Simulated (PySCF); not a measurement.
**[Eu(NH2)4]−: other functionals and bases at one geometry**

One table from this session's results is given with a row withheld; the runs are named, their logs left out.

Program: PySCF 2.14.0. Level of theory: several levels, as the steps say, no spin–orbit coupling. These are calculated values, not measurements.

1 further run of the same task is left out (for a known fault of the program). Runs told in other sessions of the task aren't counted.

## Starting geometry

13 atoms, charge -1, spin multiplicity 1.

Bond lengths: Eu1–N2 2.306 Å, Eu1–N5 2.306 Å, Eu1–N8 2.306 Å, Eu1–N11 2.306 Å, N2–H3 1.023 Å, N2–H4 1.025 Å, N5–H6 1.025 Å, N5–H7 1.023 Å, N8–H9 1.025 Å, N8–H10 1.023 Å, N11–H12 1.023 Å, N11–H13 1.025 Å. Angles: N2–Eu1–N5 111.2°, N2–Eu1–N8 106.1°, N2–Eu1–N11 111.2°, N5–Eu1–N8 111.2°, N5–Eu1–N11 106.1°, N8–Eu1–N11 111.2°, Eu1–N2–H3 131.0°, Eu1–N2–H4 123.8°, H3–N2–H4 105.1°, Eu1–N5–H6 123.8°, Eu1–N5–H7 131.0°, H6–N5–H7 105.1°, Eu1–N8–H9 123.8°, Eu1–N8–H10 131.0°, H9–N8–H10 105.1°, Eu1–N11–H12 131.0°, Eu1–N11–H13 123.8°, H12–N11–H13 105.1°.

Coordinates:

```
Eu    0.0001    0.0000    0.0000
N     1.3859    1.2444    1.3588
H     1.3421    1.4403    2.3617
H     2.2523    1.6869    1.0374
N    -1.3858   -1.3588    1.2445
H    -2.2526   -1.0376    1.6864
H    -1.3420   -2.3618    1.4403
N     1.3859   -1.2444   -1.3588
H     2.2523   -1.6869   -1.0374
H     1.3421   -1.4403   -2.3617
N    -1.3858    1.3588   -1.2445
H    -1.3420    2.3618   -1.4403
H    -2.2526    1.0376   -1.6864
```

Formal oxidation states: Eu +3. Each metal's 6 4f electrons lie in its core potential, so multiplicities, spins and levels count the valence alone. An earlier session relaxed this geometry at B3LYP, Eu lcecp-1-SVP with ECP52, N def2-SVP, H def2-SVP (singlet, point group S4).

At B3LYP on the finer grid: E = -259.129543 Eh, HOMO -0.90 eV, LUMO 3.56 eV, Mulliken charge on Eu1 +0.57 e, largest force component 0.007 eV/Å. 

Levels to run: PBE; TPSS; PBE0; HF; B3LYP, TZVP. Hardware: 2 threads of Arm Neoverse N1, shared host.

Set-up of the first run:

Input file run.py (the lines that set the calculation):

```python
mol = gto.M(atom='''
Eu     0.00005     0.00000     0.00000
N      1.38589     1.24443     1.35885
H      1.34210     1.44030     2.36175
H      2.25231     1.68686     1.03743
N     -1.38578    -1.35883     1.24449
H     -2.25256    -1.03756     1.68642
H     -1.34200    -2.36181     1.44026
N      1.38589    -1.24443    -1.35885
H      2.25231    -1.68686    -1.03743
H      1.34210    -1.44030    -2.36175
N     -1.38578     1.35883    -1.24449
H     -1.34200     2.36181    -1.44026
H     -2.25256     1.03756    -1.68642''',
    basis={'Eu': 'lcecp-1-SVP', 'N': 'def2-SVP', 'H': 'def2-SVP'},
    ecp={'Eu': 'lcecp-1-SVP'},
    charge=-1, spin=0)
mf = dft.RKS(mol, xc='PBE')
mf.grids.atom_grid = (75, 302)  # f atoms: unpruned, at least (60, 302)
mf = mf.density_fit()  # fitting sets: Eu AutoAux, N def2-universal-JKFIT, H def2-universal-JKFIT
mf.conv_tol = 1e-08; mf.max_cycle = 55
mf.kernel(dm0)  # dm0: the density of the relaxed state
```

The run is started by

```
$ OMP_NUM_THREADS=2 python run.py
```

Steps of the session up to this table: PBE; TPSS; PBE0; HF; B3LYP, TZVP.

One table of the session follows, with a row left open; its other results are not shown here.

```
               level  HOMO (eV)  gap (eV)  charge on Eu1 (e)  largest force component (eV/Å)
B3LYP (relaxed here)      -0.90      4.46               0.57                            0.01
                 PBE       0.22      3.00               0.39                            0.29
                TPSS       0.17      3.26               0.55                            0.24
                PBE0      -1.14      4.96               0.66                            0.11
                  HF          ?         ?                  ?                               ?
         B3LYP, TZVP      -1.24      4.58               1.47                            0.39
```

Q: Estimate the row for HF from the others.

As computed: HOMO (eV): -4.59; gap (eV): 10.18; charge on Eu1 (e): 1.22; largest force component (eV/Å): 0.76. In the column «HOMO (eV)» it is the lowest.

In one basis the HOMO–LUMO gap runs from 3.00 eV (PBE) to 10.18 eV (HF). The largest leftover force, 0.76 eV/Å with HF, stands at a geometry relaxed at another level. With 4f in the core, its levels are missing from HOMO and gap, and its count is fixed, so no charge can pass from the ligands into it. Total energies of different levels can't be compared.
